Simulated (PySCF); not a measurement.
# B3FH5N3: the cost of one run

Computed with PySCF 2.14.0, with density-fitted response routines of our own, on a single molecule in the gas phase. Atoms count from 0, in the outputs and in this text.

## Step 1: Starting geometry

12 atoms, charge 0, multiplicity 1; geometry from: PBE0-D3(BJ)/def2-SVP.

Bonds of the start (Å): F0–B1 1.34, B1–N2 1.42, N2–B3 1.43, B3–N4 1.43, N4–B5 1.43, B5–N6 1.43, N6–B1 1.42, N2–H7 1.01, B3–H8 1.21, N4–H9 1.01, B5–H10 1.21, N6–H11 1.01.

## Step 2: Nuclear shieldings: PBE0/6-31G*

Job settings and geometry (Å):

```
{"job": {"kind": "nmr", "xc": "PBE0", "basis": "6-31G*", "pop": true}, "charge": 0, "multiplicity": 1}
F     -2.626978     0.639302     0.937235
B     -1.396259     0.331106     0.504181
N     -0.944994    -1.019528     0.503903
B      0.359473    -1.373640     0.049419
N      1.204130    -0.318006    -0.409408
B      0.795766     1.050058    -0.428189
N     -0.518109     1.349921     0.036709
H     -1.570613    -1.742713     0.835247
H      0.733837    -2.523158     0.052953
H      2.132940    -0.549459    -0.735114
H      1.533922     1.921942    -0.823062
H     -0.841843     2.308671     0.038468
```

With the program's defaults for keys left out, this is: GIAO PBE0/6-31G* NMR shielding, non-relativistic, gas phase.

Started as:

```
OMP_NUM_THREADS=1 python probes_run.py task.json out
```

This one command runs all jobs of the session in turn.

Q: Estimate the wall time and peak memory of this first job on 1 thread of Arm Neoverse V1, shared host.

About 8.2 s, with a peak of 0.59 GiB.
